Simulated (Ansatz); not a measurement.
Geometry optimisation, DFT PBEsol, scalar-relativistic, plane waves, PAW in Ansatz 0.2.0.

Input:

```yaml
crystal:
  lattice:
    - [5.471592, 0.0, 0.0]
    - [2.735796, 4.738538, 0.0]
    - [0.0, 0.0, 18.58442]
  atoms:
    - { symbol: Mg, position: [0.0, 0.0, 0.0538085] }
    - { symbol: O, position: [0.3333333, 0.8333333, 0.1139064] }
    - { symbol: Mg, position: [0.0, 0.5, 0.0538085] }
    - { symbol: O, position: [0.3333333, 0.3333333, 0.1139064] }
    - { symbol: Mg, position: [0.5, 0.0, 0.0538085] }
    - { symbol: O, position: [0.8333333, 0.8333333, 0.1139064] }
    - { symbol: Mg, position: [0.5, 0.5, 0.0538085] }
    - { symbol: O, position: [0.8333333, 0.3333333, 0.1139064] }
    - { symbol: Mg, position: [0.6666667, 0.6666667, 0.1740043] }
    - { symbol: O, position: [1.0, 0.5, 0.2341021] }
    - { symbol: Mg, position: [0.6666667, 0.1666667, 0.1740043] }
    - { symbol: O, position: [1.0, 1.0, 0.2341021] }
    - { symbol: Mg, position: [0.1666667, 0.6666667, 0.1740043] }
    - { symbol: O, position: [0.5, 0.5, 0.2341021] }
    - { symbol: Mg, position: [0.1666667, 0.1666667, 0.1740043] }
    - { symbol: O, position: [0.5, 0.0, 0.2341021] }
    - { symbol: Mg, position: [0.3333333, 0.3333333, 0.2942] }
    - { symbol: O, position: [0.6666667, 0.1666667, 0.3542979] }
    - { symbol: Mg, position: [0.3333333, 0.8333333, 0.2942] }
    - { symbol: O, position: [0.6666667, 0.6666667, 0.3542979] }
    - { symbol: Mg, position: [0.8333333, 0.3333333, 0.2942] }
    - { symbol: O, position: [0.1666667, 0.1666667, 0.3542979] }
    - { symbol: Mg, position: [0.8333333, 0.8333333, 0.2942] }
    - { symbol: O, position: [0.1666667, 0.6666667, 0.3542979] }
    - { symbol: B, position: [-0.0084089, 0.546799, 0.4699862] }
    - { symbol: Cl, position: [-0.3756097, 0.7296499, 0.4840302] }
    - { symbol: Cl, position: [0.1759411, 0.1796062, 0.4840302] }
    - { symbol: Cl, position: [0.174442, 0.7311409, 0.4840302] }
basis:
  ecutwfc: 420.0
kpoints:
  mp_grid: { grid: [2, 2, 1] }
hamiltonian:
  xc: pbesol
  pseudopotentials: { kind: paw, azcp: { folder: soft_1 } }
scf:
  occupations: { method: gaussian, width: 0.05 }
  lower_state_search: "off"
relax:
  f_tol: 0.03
  max_steps: 60
  adjacent_minimum: "off"
  constraints: [{ sites: [0, 1, 2, 3, 4, 5, 6, 7] }]
output:
  write_density: true
  write_potential: true
  elf: true
  volumetric_format: npy
```

Run as:

```bash
$ ansatz run input.yaml --threads 2 --pin off --max-ram 5120MiB --backend cpu --events-out ev --progress --plain --runs-dir out
```

Problem. Where does it end, and by what steps?

Solution. It converged. Limits of this set-up: coarse k mesh, thin slab, slab without dipole correction, no dispersion correction for a molecule that may bind weakly, PAW files made for another functional. After 21 steps the energy has fallen by 10.062 eV; Cl26 moved furthest, 1.70 Å. Parted: B25–Cl27 (1.76 → 2.74 Å). Joined: O22–Cl27 (2.41 → 1.61 Å), O24–B25 (2.57 → 1.35 Å).

```
step  energy less start (eV)  largest force component (eV/Å)  accepted
   0                  0.0000                           4.261       yes
   1                 -2.1461                           2.036       yes
   2                 -3.7307                           1.243       yes
   3                 -5.0509                           2.792       yes
   4                 -6.6006                           3.373       yes
   5                 -7.6414                           2.453       yes
   6                 -8.6307                           4.356       yes
   7                 -8.6155                           8.154        no
   8                 -9.2014                           1.388       yes
   9                 -9.3925                           0.701       yes
  10                 -9.5438                           0.505       yes
  11                 -9.7141                           0.291       yes
  12                 -9.8328                           0.242       yes
  13                 -9.9308                           0.176       yes
  14                 -9.9833                           0.201       yes
  15                -10.0403                           0.224       yes
  16                -10.0130                           0.695        no
  17                -10.0571                           0.111       yes
  18                -10.0604                           0.089       yes
  19                -10.0600                           0.382        no
  20                -10.0616                           0.047       yes
  21                -10.0624                           0.008       yes
```

```xyz
28
Lattice="5.4716 0.0000 0.0000 2.7358 4.7385 0.0000 0.0000 0.0000 18.5844" Properties=species:S:1:pos:R:3
Mg 0.000 0.000 1.000
O 4.104 3.949 2.117
Mg 1.368 2.369 1.000
O 2.736 1.580 2.117
Mg 2.736 0.000 1.000
O 6.839 3.949 2.117
Mg 4.104 2.369 1.000
O 5.472 1.580 2.117
Mg 5.475 3.164 3.493
O 6.856 2.367 4.666
Mg 4.102 0.785 3.493
O 8.218 4.726 4.666
Mg 2.733 3.161 3.475
O 4.089 2.378 4.621
Mg 1.369 0.789 3.485
O 2.724 0.007 4.640
Mg 2.763 1.599 6.003
O 4.098 0.827 7.073
Mg 4.101 3.917 6.003
O 5.437 3.146 7.073
Mg 5.447 1.594 5.962
O 1.359 0.796 7.097
Mg 6.826 3.957 6.050
O 2.717 3.171 7.271
B 2.723 3.167 8.617
Cl 1.454 3.901 9.637
Cl 1.349 0.802 8.711
Cl 3.991 2.436 9.636
```

Whether the end is a true minimum wasn't checked by a vibrational analysis.

The run took 4.6 min on 2 threads of Arm Neoverse V1, on a shared host, peak memory 1.1 GiB.
